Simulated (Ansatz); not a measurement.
# CHClFGeN: from a rough start to a minimum

What shape does CHClFGeN take? The plan is to relax it, check the end point by its vibrations and derive ideal-gas thermochemistry.

Method: RKS PBE0-D4/def2-TZVP; program: Ansatz 0.2.0, Gaussian basis.

Levels to be run: relaxation at PBE-D4/def2-SVP; relaxation at PBE0-D4/def2-TZVP; harmonic vibrations at the same level.

1 further run of the same task is left out (set aside as unsound or not needed).

## 1. Starting geometry

SMILES `N#[C][GeH]([F])[Cl]`, 6 atoms, charge 0, spin multiplicity 1.

Atoms are counted from 1 here; the program's logs count them from 0.

Bond lengths: N1–C2 1.174 Å, C2–Ge3 1.885 Å, Ge3–F4 1.857 Å, Ge3–Cl5 2.148 Å, Ge3–H6 1.564 Å. Angles: N1–C2–Ge3 177.7°, C2–Ge3–F4 109.4°, C2–Ge3–Cl5 110.6°, C2–Ge3–H6 110.2°, F4–Ge3–Cl5 109.1°, F4–Ge3–H6 107.1°, Cl5–Ge3–H6 110.3°.

As a file:

```xyz
6
charge 0, multiplicity 1
N    -1.0470   -2.3367    0.0623
C    -0.5879   -1.2567    0.0609
Ge    0.2197    0.4468    0.0661
F     2.0360    0.2700   -0.2796
Cl   -0.6610    1.7073   -1.4340
H     0.0822    1.1053    1.4781
```

The start is a force-field geometry with small random shifts, so a cheaper pass at PBE-D4/def2-SVP comes first.

## 2. Geometry optimisation, PBE-D4/def2-SVP (cheap first pass)

File in.yaml:

```yaml
crystal:
  periodic: [false, false, false]
  atoms:
    - {symbol: N, position_ang: [-1.047000, -2.336700, 0.062300]}
    - {symbol: C, position_ang: [-0.587900, -1.256700, 0.060900]}
    - {symbol: Ge, position_ang: [0.219700, 0.446800, 0.066100]}
    - {symbol: F, position_ang: [2.036000, 0.270000, -0.279600]}
    - {symbol: Cl, position_ang: [-0.661000, 1.707300, -1.434000]}
    - {symbol: H, position_ang: [0.082200, 1.105300, 1.478100]}
basis:
  gaussian: {orbitals: def2-SVP}
hamiltonian: {xc: pbe, dispersion: d4}
relax: {f_tol: 0.03, max_steps: 200}
```

Standard output (excerpt; [...] marks lines left out):

```text
Functional definition: PBE
  name "PBE"
  cite "Perdew, Burke & Ernzerhof, Phys. Rev. Lett. 77, 3865 (1996) doi:10.1103/PhysRevLett.77.3865"
  parent pbe
[...]
1082 factors; their error is unknown
[...]
mean field -74267.78289741 eV, -2729.2906809685 hartree, gradient 6.4e-5 eV, S^2 0.000000; 0 other end points of the search recorded, 0 dependent functions left out
[...]
reference -74267.78292449 eV, -2729.2906819637 hartree; 36, 36 occupied and 61, 61 virtual orbitals, 1082 factors
relax step   1: F+E_penalty+E_count = -74267.93037889 eV  Δ(F+E_penalty+E_count) = +0.000e0 eV  max|allowed force component| = 2.370e0 eV/Å  Δτ_max = 0.0000 Å  (27 SCF iters, accepted)
[...]
relax step   5: F+E_penalty+E_count = -74268.12615953 eV  Δ(F+E_penalty+E_count) = -2.488e-4 eV  max|allowed force component| = 3.185e-2 eV/Å  Δτ_max = 0.0066 Å  (30 SCF iters, accepted)
[...]
relax step   6: F+E_penalty+E_count = -74268.12631815 eV  Δ(F+E_penalty+E_count) = -1.586e-4 eV  max|allowed force component| = 2.722e-2 eV/Å  Δτ_max = 0.0051 Å  (30 SCF iters, accepted)
1082 factors; their error is unknown
[...]
mean field -74267.97748968 eV, -2729.2978321025 hartree, gradient 1.7e-5 eV, S^2 0.000000; 1 other end points of the search recorded, 0 dependent functions left out
[...]
reference -74267.97751709 eV, -2729.2978331097 hartree; 36, 36 occupied and 61, 61 virtual orbitals, 1082 factors
Total energy: -74268.12634555 eV, -2729.3033024549 hartree
Atom 0 at    -1.041257    -2.337885     0.024025 Å, force    -0.014272     0.010455     0.000568 eV/Å
Atom 1 at    -0.559405    -1.268741     0.045800 Å, force     0.027215    -0.011410    -0.005527 eV/Å
Atom 2 at     0.240347     0.481724     0.110781 Å, force    -0.022903     0.007334     0.006326 eV/Å
Atom 3 at     1.924637     0.249931    -0.275287 Å, force     0.001341    -0.000704     0.001715 eV/Å
Atom 4 at    -0.643726     1.666157    -1.443239 Å, force     0.001817    -0.004885     0.001867 eV/Å
Atom 5 at     0.121404     1.144813     1.491720 Å, force     0.006801    -0.000789    -0.004948 eV/Å
Dipole moment:    -0.008265     0.484631     0.294372 e Å
```

Wall time 7.5 s (4 threads, shared host).

Relaxation path:

```
step  energy from step 1 (eV)  largest force component (eV/Å)
   1                   0.0000                          2.3700
   2                  -0.1602                          1.2760
   3                  -0.1933                          0.1357
   4                  -0.1955                          0.0308
   5                  -0.1958                          0.0319
   6                  -0.1959                          0.0272
```

Distances of close pairs at the start and the end, largest changes first:

```
   bond  before (Å)  after (Å)  change (Å)
 Ge3–F4       1.857      1.743      -0.114
 C2–Ge3       1.885      1.926      +0.040
 Ge3–H6       1.564      1.536      -0.028
Ge3–Cl5       2.148      2.145      -0.004
  N1–C2       1.174      1.173      -0.001
```

## 3. Optimising with PBE0-D4/def2-TZVP

File in.yaml:

```yaml
crystal:
  periodic: [false, false, false]
  atoms:
    - {symbol: N, position_ang: [-1.041257, -2.337885, 0.024025]}
    - {symbol: C, position_ang: [-0.559405, -1.268741, 0.045800]}
    - {symbol: Ge, position_ang: [0.240347, 0.481724, 0.110781]}
    - {symbol: F, position_ang: [1.924637, 0.249931, -0.275287]}
    - {symbol: Cl, position_ang: [-0.643726, 1.666157, -1.443239]}
    - {symbol: H, position_ang: [0.121404, 1.144813, 1.491720]}
basis:
  gaussian: {orbitals: def2-TZVP}
hamiltonian: {xc: pbe0, dispersion: d4}
relax: {f_tol: 0.005, max_steps: 150}
```

Standard output (excerpt; [...] marks lines left out):

```text
Functional definition: PBE0
  name "PBE0"
  cite "Adamo & Barone, J. Chem. Phys. 110, 6158 (1999) doi:10.1063/1.478522"
  cite "Perdew, Burke & Ernzerhof, Phys. Rev. Lett. 77, 3865 (1996) doi:10.1103/PhysRevLett.77.3865"
  parent pbe
[...]
1204 factors; their error is unknown
[...]
mean field -74288.18852282 eV, -2730.0405738708 hartree, gradient 2.7e-5 eV, S^2 0.000000; 0 other end points of the search recorded, 0 dependent functions left out
[...]
reference -74288.18854836 eV, -2730.0405748096 hartree; 36, 36 occupied and 148, 148 virtual orbitals, 1204 factors
relax step   1: F+E_penalty+E_count = -74288.31545748 eV  Δ(F+E_penalty+E_count) = +0.000e0 eV  max|allowed force component| = 2.346e0 eV/Å  Δτ_max = 0.0000 Å  (30 SCF iters, accepted)
[...]
1204 factors; their error is unknown
[...]
mean field -74288.24183268 eV, -2730.0425329722 hartree, gradient 2.7e-5 eV, S^2 0.000000; 1 other end points of the search recorded, 0 dependent functions left out
[...]
reference -74288.24185808 eV, -2730.0425339054 hartree; 36, 36 occupied and 148, 148 virtual orbitals, 1204 factors
Total energy: -74288.36991152 eV, -2730.0472397828 hartree
Atom 0 at    -1.036879    -2.306984     0.030739 Å, force    -0.001054    -0.001303     0.000406 eV/Å
Atom 1 at    -0.543992    -1.267251     0.040091 Å, force     0.001141     0.000750    -0.001298 eV/Å
Atom 2 at     0.237144     0.477902     0.107687 Å, force     0.001890    -0.000834    -0.003256 eV/Å
Atom 3 at     1.895978     0.253810    -0.276604 Å, force     0.000000    -0.000971    -0.000635 eV/Å
Atom 4 at    -0.627574     1.648091    -1.423915 Å, force    -0.000378    -0.000372     0.000637 eV/Å
Atom 5 at     0.117323     1.130431     1.475802 Å, force    -0.001599     0.002729     0.004145 eV/Å
Dipole moment:    -0.007036     0.537007     0.302059 e Å
```

Wall time 22 s (4 threads, shared host); peak memory 0.49 GiB.

The steps of the relaxation:

```
step  energy from step 1 (eV)  largest force component (eV/Å)
   1                   0.0000                          2.3460
   2                  -0.0518                          0.3187
   3                  -0.0540                          0.0710
   4                  -0.0543                          0.0258
   5                  -0.0543                          0.0175
   6                  -0.0544                          0.0041
```

Distances of close pairs at the start and the end, largest changes first:

```
   bond  before (Å)  after (Å)  change (Å)
Ge3–Cl5       2.145      2.113      -0.032
 Ge3–F4       1.743      1.717      -0.026
  N1–C2       1.173      1.151      -0.022
 Ge3–H6       1.536      1.520      -0.016
 C2–Ge3       1.926      1.913      -0.012
```

Mulliken charges of the relaxed molecule (report file):

```
atom  value (e)
  N1      -0.01
  C2      -0.20
 Ge3       0.71
  F4      -0.34
 Cl5      -0.24
  H6       0.07
```

## 4. Force constants and modes

File in.yaml:

```yaml
crystal:
  periodic: [false, false, false]
  atoms:
    - {symbol: N, position_ang: [-1.036879, -2.306984, 0.030739]}
    - {symbol: C, position_ang: [-0.543992, -1.267251, 0.040091]}
    - {symbol: Ge, position_ang: [0.237144, 0.477902, 0.107687]}
    - {symbol: F, position_ang: [1.895978, 0.253810, -0.276604]}
    - {symbol: Cl, position_ang: [-0.627574, 1.648091, -1.423915]}
    - {symbol: H, position_ang: [0.117323, 1.130431, 1.475802]}
basis:
  gaussian: {orbitals: def2-TZVP}
hamiltonian: {xc: pbe0, dispersion: d4}
phonons: {temperatures: {t_min: 298.15, t_max: 900, t_step: 200}}
```

Standard output (excerpt; [...] marks lines left out):

```text
Functional definition: PBE0
  name "PBE0"
  cite "Adamo & Barone, J. Chem. Phys. 110, 6158 (1999) doi:10.1063/1.478522"
  cite "Perdew, Burke & Ernzerhof, Phys. Rev. Lett. 77, 3865 (1996) doi:10.1103/PhysRevLett.77.3865"
  parent pbe
[...]
1204 factors; their error is unknown
[...]
mean field -74288.24183380 eV, -2730.0425330133 hartree, gradient 2.8e-5 eV, S^2 0.000000; 0 other end points of the search recorded, 0 dependent functions left out
[...]
reference -74288.24185923 eV, -2730.0425339479 hartree; 36, 36 occupied and 148, 148 virtual orbitals, 1204 factors
[...]
1204 factors; their error is unknown
mean field -74288.24174712 eV, -2730.0425298280 hartree, gradient 2.6e-6 eV, S^2 0.000000; 0 other end points of the search recorded, 0 dependent functions left out
[...]
reference -74288.24177255 eV, -2730.0425307625 hartree; 36, 36 occupied and 148, 148 virtual orbitals, 1204 factors
[...]
reference -74288.24180045 eV, -2730.0425317877 hartree; 36, 36 occupied and 148, 148 virtual orbitals, 1204 factors
Total energy: -74288.36991268 eV, -2730.0472398253 hartree
Atom 0 at    -1.036879    -2.306984     0.030739 Å, force    -0.001048    -0.001271     0.000405 eV/Å
Atom 1 at    -0.543992    -1.267251     0.040091 Å, force     0.001134     0.000723    -0.001299 eV/Å
Atom 2 at     0.237144     0.477902     0.107687 Å, force     0.001871    -0.000811    -0.003260 eV/Å
Atom 3 at     1.895978     0.253810    -0.276604 Å, force     0.000037    -0.000984    -0.000626 eV/Å
Atom 4 at    -0.627574     1.648091    -1.423915 Å, force    -0.000396    -0.000379     0.000645 eV/Å
Atom 5 at     0.117323     1.130431     1.475802 Å, force    -0.001599     0.002722     0.004135 eV/Å
Dipole moment:    -0.007036     0.537007     0.302059 e Å
Vibrations: 103.24 145.99 194.93 330.58 340.12 456.58 505.72 709.85 719.00 744.68 2246.25 2342.26 cm⁻¹, zero-point energy 0.547960 eV
```

Run time: 73 s. Hardware: 4 threads, shared host; peak memory 0.49 GiB.

Motions are named by where the mode's potential energy lies. The modes, unscaled (a negative number is an imaginary wavenumber):

```
mode  cm⁻¹         motion
   1   103           bend
   2   146           bend
   3   195           bend
   4   331           bend
   5   340           bend
   6   457  Ge–Cl stretch
   7   506   Ge–C stretch
   8   710           bend
   9   719           bend
  10   745   Ge–F stretch
  11  2246   Ge–H stretch
  12  2342    C–N stretch
```

From these modes and the moments of inertia (298.15 K, 1 bar, symmetry number 1):

```
                term            value
   zero-point energy    12.6 kcal/mol
          H(298) − E    17.2 kcal/mol
entropy, translation  171.7 J/(mol K)
   entropy, rotation  116.1 J/(mol K)
  entropy, vibration   54.5 J/(mol K)
      entropy, total  342.2 J/(mol K)
```

## 5. Outcome

```
                  quantity            value
               point group               C1
                     steps            6 + 6
shift from the start (rms)          0.075 Å
              total energy   -74288.3699 eV
           dispersion term         -128 meV
             dipole moment           2.96 D
lowest, highest wavenumber   103, 2342 cm⁻¹
         zero-point energy    12.6 kcal/mol
       entropy at 298.15 K  342.2 J/(mol K)
```

**Reading.** The atoms moved 0.08 Å (rms) from the start; the bond that changed most is Ge3–F4, from 1.857 to 1.717 Å. No mode is imaginary: a true minimum at this level. The stiffest mode, 2342 cm⁻¹, is a C–N stretch, and 3 modes under 200 cm⁻¹ make the vibrational entropy uncertain. Harmonic hybrid wavenumbers usually lie a few per cent above measured fundamentals. The largest Mulliken charge, +0.71 e, sits on Ge3.
